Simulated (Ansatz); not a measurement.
# SnPb3O4: the cost of one run

Program: Ansatz 0.2.0. Level of theory: DFT PBE, scalar-relativistic, plane waves, PAW. These are calculated values, not measurements.

## (1) The system as given

Symmetry: P4mm, No. 99, tetragonal system. The conventional cell has a = 5.578 Å, b = 5.578 Å, c = 5.055 Å, α = 90.00°, β = 90.00°, γ = 90.00°. Around Sn (site symmetry 4mm) lie 4 O at 2.30 Å. Around Pb (site symmetry 4mm) lie 4 O at 2.30 Å. Around Pb (site symmetry 2mm) lie 4 O at 2.30 Å. Around O (site symmetry m) lie 1 Sn at 2.30 Å and 3 Pb at 2.30 Å.

Structure file:

```cif
data_structure
_symmetry_space_group_name_H-M 'P4mm'
_symmetry_Int_Tables_number 99
_cell_length_a 5.5785
_cell_length_b 5.5785
_cell_length_c 5.0546
_cell_angle_alpha 90.000
_cell_angle_beta 90.000
_cell_angle_gamma 90.000
_cell_volume 157.30
loop_
_atom_site_label
_atom_site_type_symbol
_atom_site_symmetry_multiplicity
_atom_site_Wyckoff_symbol
_atom_site_fract_x
_atom_site_fract_y
_atom_site_fract_z
_atom_site_occupancy
Sn1 Sn 1 b 0.50000 0.50000 0.23537 1
Pb1 Pb 1 a 0.00000 0.00000 0.23537 1
Pb2 Pb 2 c 0.00000 0.50000 0.76463 1
O1 O 4 d 0.75000 0.75000 0.00000 1
```

The start is an ordering of an alloy on its end members' structure types: elements ordered on the sites of the SnO type, Pb/Sn on Sn (P4mm, No. 99).

## (2) A first look at the guess

input.yaml reads:

```yaml
crystal:
  lattice:
    - [5.57847456, 0.0, 0.0]
    - [0.0, 5.57847456, 0.0]
    - [0.0, 0.0, 5.05462702]
  atoms:
    - { symbol: Sn, position: [0.5, 0.5, 0.23537385] }
    - { symbol: Pb, position: [0.0, 0.0, 0.23537385] }
    - { symbol: Pb, position: [0.0, 0.5, 0.76462615] }
    - { symbol: Pb, position: [0.5, 0.0, 0.76462615] }
    - { symbol: O, position: [0.75, 0.75, 0.0] }
    - { symbol: O, position: [0.25, 0.25, 0.0] }
    - { symbol: O, position: [0.75, 0.25, 0.0] }
    - { symbol: O, position: [0.25, 0.75, 0.0] }
basis:
  ecutwfc: 420
kpoints:
  mp_grid: { grid: [4, 4, 4] }
hamiltonian:
  xc: pbe
scf:
  occupations: { method: gaussian, width: 0.1 }
  lower_state_search: "off"
output:
  forces: true
  stress: true
  eigenvalues: true
```

Run with:

```console
$ ansatz run input.yaml --threads 1 --pin off --max-ram 2560MiB --backend cpu --events-out ev --progress --plain --runs-dir out
```

Q: Estimate wall time and peak memory on 1 thread of Arm Neoverse V2, shared host.

About 11 s, with a peak of 0.4 GiB.
